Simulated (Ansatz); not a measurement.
**C₂H₇BN₂Si: one species, many methods**

How much do the methods differ for C₂H₇BN₂Si? The plan is to run it at one geometry with functionals of several rungs and with coupled cluster. The yardstick is the atomisation energy at the CCSD(T) limit.

The runs use Ansatz 0.2.0, Gaussian basis; functionals in def2-TZVPP, the program's frozen cores in correlated methods.

Levels to be run: PBE-D4, r2SCAN-D4, PBE0-D4, B3LYP-D4, ωB97X-V, ωB97M-V, B2PLYP; CCSD(T)/def2-TZVPP; MP2/def2-QZVPP; extrapolation to the limit.

### 1 The geometry

The geometry comes from an earlier relaxation with PBE0-D4 in a triple-zeta def2 set; it is a stationary point, not always the lowest conformer.

SMILES `CB(N)[SiH2]C#N`, 13 atoms, charge 0, spin multiplicity 1.

Atoms are counted from 1 here; the program's logs count them from 0.

Bond lengths: C1–B2 1.567 Å, C1–H7 1.094 Å, C1–H8 1.095 Å, C1–H9 1.095 Å, B2–N3 1.389 Å, B2–Si4 2.030 Å, N3–H10 1.009 Å, N3–H11 1.006 Å, Si4–C5 1.857 Å, Si4–H12 1.488 Å, Si4–H13 1.487 Å, C5–N6 1.153 Å. Angles: B2–C1–H7 113.5°, B2–C1–H8 110.4°, B2–C1–H9 111.0°, H7–C1–H8 108.0°, H7–C1–H9 107.9°, H8–C1–H9 105.5°, C1–B2–N3 121.8°, C1–B2–Si4 120.5°, N3–B2–Si4 117.7°, B2–N3–H10 122.4°, B2–N3–H11 124.3°, H10–N3–H11 113.3°, B2–Si4–C5 108.3°, B2–Si4–H12 115.0°, B2–Si4–H13 113.9°, C5–Si4–H12 105.5°, C5–Si4–H13 105.0°, H12–Si4–H13 108.4° and more.

As a file:

```mol
C2H7BN2Si
  3D, bonds by distance, orders not assigned

 13 12  0  0  0  0  0  0  0  0999 V2000
   -0.2354   -0.6775   -1.5350 C   0  0
    0.4699   -0.3846   -0.1663 B   0  0
    1.8288   -0.6046    0.0187 N   0  0
   -0.5917    0.3394    1.4046 Si  0  0
   -1.4591    1.8878    0.8568 C   0  0
   -1.9735    2.8412    0.4633 N   0  0
    0.4419   -1.0667   -2.3011 H   0  0
   -0.7024    0.2324   -1.9272 H   0  0
   -1.0524   -1.3961   -1.4104 H   0  0
    2.4228   -0.9621   -0.7141 H   0  0
    2.3232   -0.4133    0.8737 H   0  0
    0.2241    0.7360    2.5846 H   0  0
   -1.6759   -0.5667    1.8672 H   0  0
  1  2  8  0
  2  3  8  0
  2  4  8  0
  4  5  8  0
  5  6  8  0
  1  7  8  0
  1  8  8  0
  1  9  8  0
  3 10  8  0
  3 11  8  0
  4 12  8  0
  4 13  8  0
M  END
```

### 2 PBE-D4 (GGA)

The input, in.yaml:

```yaml
crystal:
  periodic: [false, false, false]
  atoms:
    - {symbol: C, position_ang: [-0.235428, -0.677503, -1.534988]}
    - {symbol: B, position_ang: [0.469909, -0.384588, -0.166341]}
    - {symbol: N, position_ang: [1.828839, -0.604575, 0.018740]}
    - {symbol: Si, position_ang: [-0.591695, 0.339426, 1.404587]}
    - {symbol: C, position_ang: [-1.459108, 1.887803, 0.856824]}
    - {symbol: N, position_ang: [-1.973483, 2.841185, 0.463264]}
    - {symbol: H, position_ang: [0.441899, -1.066668, -2.301106]}
    - {symbol: H, position_ang: [-0.702412, 0.232379, -1.927193]}
    - {symbol: H, position_ang: [-1.052439, -1.396135, -1.410379]}
    - {symbol: H, position_ang: [2.422807, -0.962115, -0.714087]}
    - {symbol: H, position_ang: [2.323155, -0.413324, 0.873746]}
    - {symbol: H, position_ang: [0.224087, 0.736037, 2.584571]}
    - {symbol: H, position_ang: [-1.675931, -0.566723, 1.867161]}
basis:
  gaussian: {orbitals: def2-TZVPP}
hamiltonian: {xc: pbe, dispersion: d4}
output: {forces: true, orbitals: {seedname: orbitals}}
```

Launch:

```
ansatz run in.yaml --threads 4 --pin off --events-out ev --progress --plain --max-ram 10444MiB
```

The runs that follow: r2SCAN-D4 (meta-GGA); PBE0-D4 (hybrid); B3LYP-D4 (hybrid); ωB97X-V (range-separated); ωB97M-V (range-separated); B2PLYP (double hybrid); CCSD(T) in def2-TZVPP; MP2 in def2-QZVPP.

**Question.** What will the summary of the whole plan be? Wanted: atomisation energy, CCSD(T)/CBS; farthest; mean size of error, hybrid; mean size of error, range-separated; gap, smallest and largest; T1 diagnostic; triples share of the correlation energy.

The runs gave:

| quantity | value |
| --- | --- |
| atomisation energy, CCSD(T)/CBS | 5107.9 kJ/mol |
| functionals within 25.5 kJ/mol (0.5 %) | r2SCAN-D4, B2PLYP |
| farthest | PBE-D4 (+140.9 kJ/mol) |
| mean size of error, hybrid | 36.5 kJ/mol |
| mean size of error, range-separated | 38.7 kJ/mol |
| gap, smallest and largest | 5.18 eV (PBE-D4), 11.81 eV (ωB97X-V) |
| T1 diagnostic | 0.0135 |
| triples share of the correlation energy | 4.3 % |

What this shows: PBE-D4 misses by +140.9 kJ/mol. Double hybrids carry the basis error of their MP2 part in triple zeta, and no dispersion term here, so their miss is partly the set-up's. The reference freezes the cores and leaves out relativity and excitations past (T), so misses under about 25.5 kJ/mol can't be ranked. Hartree-Fock recovers 72 % of the binding; the rest is correlation. Orbital gaps span 5.2 to 11.8 eV; exact exchange widens them.
